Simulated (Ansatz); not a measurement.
# Si: the cost of one run

Computed with Ansatz 0.2.0 (DFT PBE+D3(BJ), scalar-relativistic, plane waves, PAW, unless a step's input says otherwise).

The COD entry's cell or inner coordinates are ideal or old and differ from later refinements, so a difference from it is no clean test against experiment.

## (1) The system as given

It takes space group Fd-3m (No. 227, cubic). Conventional cell: a = 5.427 Å, b = 5.427 Å, c = 5.427 Å, α = 90.00°, β = 90.00°, γ = 90.00°. Si (site symmetry -43m) is surrounded by 4 Si at 2.35 Å.

As a file:

```cif
data_structure
_symmetry_space_group_name_H-M 'P 1'
_symmetry_Int_Tables_number 1
_cell_length_a 3.8376
_cell_length_b 3.8376
_cell_length_c 3.8376
_cell_angle_alpha 60.000
_cell_angle_beta 60.000
_cell_angle_gamma 60.000
_cell_volume 39.96
loop_
_atom_site_label
_atom_site_type_symbol
_atom_site_fract_x
_atom_site_fract_y
_atom_site_fract_z
_atom_site_occupancy
Si1 Si 0.75000 0.75000 0.75000 1
Si2 Si 0.50000 0.50000 0.50000 1
```

The structure comes from the Crystallography Open Database.

(A quick probe on a coarse mesh, which set the mesh and smearing, is not shown.)

## (3) Relaxing cell and atoms

The input, input.yaml:

```yaml
crystal:
  lattice:
    - [0.0, 2.71356, 2.71356]
    - [2.71356, 0.0, 2.71356]
    - [2.71356, 2.71356, 0.0]
  atoms:
    - { symbol: Si, position: [0.75, 0.75, 0.75] }
    - { symbol: Si, position: [0.5, 0.5, 0.5] }
basis:
  ecutwfc: 420
kpoints:
  mp_grid: { grid: [10, 10, 10] }
hamiltonian:
  xc: pbe
  dispersion: d3bj
scf:
  occupations: { method: gaussian, width: 0.02 }
output:
  forces: true
  stress: true
  eigenvalues: true
  write_density: true
  write_potential: true
  elf: true
  volumetric_format: npy
relax:
  adjacent_minimum: "off"
  f_tol: 0.005
  max_steps: 80
  cell: { stress_tol: 0.05 }
```

The run is started by

```bash
$ ansatz run input.yaml --threads 2 --pin off --max-ram 5120MiB --backend cpu --events-out ev --progress --plain --runs-dir out
```

What time and memory should one allow on 2 threads of Intel Xeon at 2.70GHz, shared host?

About 4.2 s, with a peak of 0.33 GiB.
